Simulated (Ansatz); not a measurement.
# C5H12AlCl: basis-set convergence

Aim: see how fast density functionals converge with the basis set for C5H12AlCl.

Computed with Ansatz 0.2.0, Gaussian basis. Level: one geometry, several basis sets.

Levels to be run: PBE0-D4/def2-SVP; ωB97M-V/def2-SVP; PBE0-D4/def2-QZVPP; ωB97M-V/def2-QZVPP; the functionals' def2-TZVPP values are taken from earlier runs.

## (1) The geometry

An earlier PBE0-D4 in a triple-zeta def2 set relaxation fixed the geometry.

SMILES `CC(C)(C)[CH2][AlH][Cl]`, 19 atoms, charge 0, spin multiplicity 1.

Atoms are counted from 1 here; the program's logs count them from 0.

Bond lengths: C1–C2 1.526 Å, C1–H8 1.094 Å, C1–H9 1.093 Å, C1–H10 1.094 Å, C2–C3 1.528 Å, C2–C4 1.527 Å, C2–C5 1.540 Å, C3–H11 1.094 Å, C3–H12 1.102 Å, C3–H13 1.093 Å, C4–H14 1.094 Å, C4–H15 1.093 Å, C4–H16 1.093 Å, C5–Al6 1.953 Å, C5–H17 1.097 Å, C5–H18 1.097 Å, Al6–Cl7 2.109 Å, Al6–H19 1.581 Å. Angles: C2–C1–H8 110.9°, C2–C1–H9 110.8°, C2–C1–H10 111.7°, H8–C1–H9 107.9°, H8–C1–H10 107.7°, H9–C1–H10 107.7°, C1–C2–C3 109.3°, C1–C2–C4 109.2°, C1–C2–C5 110.0°, C3–C2–C4 109.2°, C3–C2–C5 109.0°, C4–C2–C5 110.1°, C2–C3–H11 111.8°, C2–C3–H12 111.4°, C2–C3–H13 111.4°, H11–C3–H12 106.1°, H11–C3–H13 108.0°, H12–C3–H13 107.9° and more.

## (2) PBE0-D4 in def2-SVP

in.yaml

```yaml
crystal:
  periodic: [false, false, false]
  atoms:
    - {symbol: C, position_ang: [-1.591379, -0.178222, -0.310550]}
    - {symbol: C, position_ang: [-0.067391, -0.245914, -0.363061]}
    - {symbol: C, position_ang: [0.434427, -1.193369, 0.725833]}
    - {symbol: C, position_ang: [0.365670, -0.775720, -1.727774]}
    - {symbol: C, position_ang: [0.529618, 1.153450, -0.123583]}
    - {symbol: Al, position_ang: [0.351898, 1.710876, 1.739310]}
    - {symbol: Cl, position_ang: [2.104130, 2.215513, 2.798784]}
    - {symbol: H, position_ang: [-2.032236, -1.167042, -0.464860]}
    - {symbol: H, position_ang: [-1.977606, 0.486525, -1.087953]}
    - {symbol: H, position_ang: [-1.946601, 0.196754, 0.654300]}
    - {symbol: H, position_ang: [0.070744, -2.213624, 0.575417]}
    - {symbol: H, position_ang: [0.078015, -0.886204, 1.722077]}
    - {symbol: H, position_ang: [1.527062, -1.224077, 0.754233]}
    - {symbol: H, position_ang: [-0.060880, -1.764457, -1.923199]}
    - {symbol: H, position_ang: [0.037621, -0.103753, -2.525116]}
    - {symbol: H, position_ang: [1.454177, -0.859516, -1.787188]}
    - {symbol: H, position_ang: [1.600600, 1.146085, -0.359843]}
    - {symbol: H, position_ang: [0.070997, 1.878086, -0.807662]}
    - {symbol: H, position_ang: [-0.990666, 1.820410, 2.567337]}
basis:
  gaussian: {orbitals: def2-SVP}
hamiltonian: {xc: pbe0, dispersion: d4}
output: {orbitals: {seedname: orbitals}}
```

The runs that follow: ωB97M-V in def2-SVP; PBE0-D4 in def2-QZVPP; ωB97M-V in def2-QZVPP.

Q: Predict the results of all the runs planned. Wanted: PBE0-D4: double and triple zeta above quadruple; ωB97M-V: double and triple zeta above quadruple.

The runs gave:

```
                                       quantity           value
PBE0-D4: double and triple zeta above quadruple  13.24, 0.88 eV
ωB97M-V: double and triple zeta above quadruple  13.55, 0.85 eV
```

What this shows: PBE0-D4 gains 12.36 eV from double to triple zeta, then 0.88 eV more. Total energies overstate the basis error of differences, where much of it tends to cancel.
